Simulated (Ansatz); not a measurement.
Crystal: HfB.

```
Hf B
1.0
     0.00000    2.31000    2.31000
     2.31000    0.00000    2.31000
     2.31000    2.31000    0.00000
Hf B
1 1
Direct
  0.50000 0.50000 0.50000
  0.00000 0.00000 0.00000
```

Base run:

```yaml
Program: Ansatz 0.2.0
Functional: PBEsol
Potentials_or_basis: PseudoDojo stringent (PBEsol files)
Cutoff: 1796 eV
Density_cutoff: 7184 eV
k_mesh: 10 × 10 × 10
Occupations: fermi-dirac, width 0.05 eV
Spin: no spin polarisation
```

Its results: band gap on the k mesh none (metal or under the smearing width); pressure 23.1 GPa.

Question: After a change of settings the same cell gave: band gap on the k mesh none (metal or under the smearing width); pressure 24.8 GPa. Which change was it?
A. functional from PBEsol to PBE; potentials or basis from PseudoDojo stringent (PBEsol files) to Ansatz PAW soft_1; cutoff from 1796 eV to 420 eV; density cutoff from 7184 eV to 1680 eV
B. potentials or basis from PseudoDojo stringent (PBEsol files) to JTH PAW; cutoff from 1796 eV to 1230 eV; density cutoff from 7184 eV to 4920 eV; valence electrons from 29 to 15
C. occupations from fermi-dirac, width 0.05 eV to methfessel-paxton, width 0.1 eV; dispersion from none to D4
D. potentials or basis from PseudoDojo stringent (PBEsol files) to Ansatz PAW earlier set; cutoff from 1796 eV to 710 eV; density cutoff from 7184 eV to 2840 eV

Answer: B.

Not every run made on this cell is shown here.
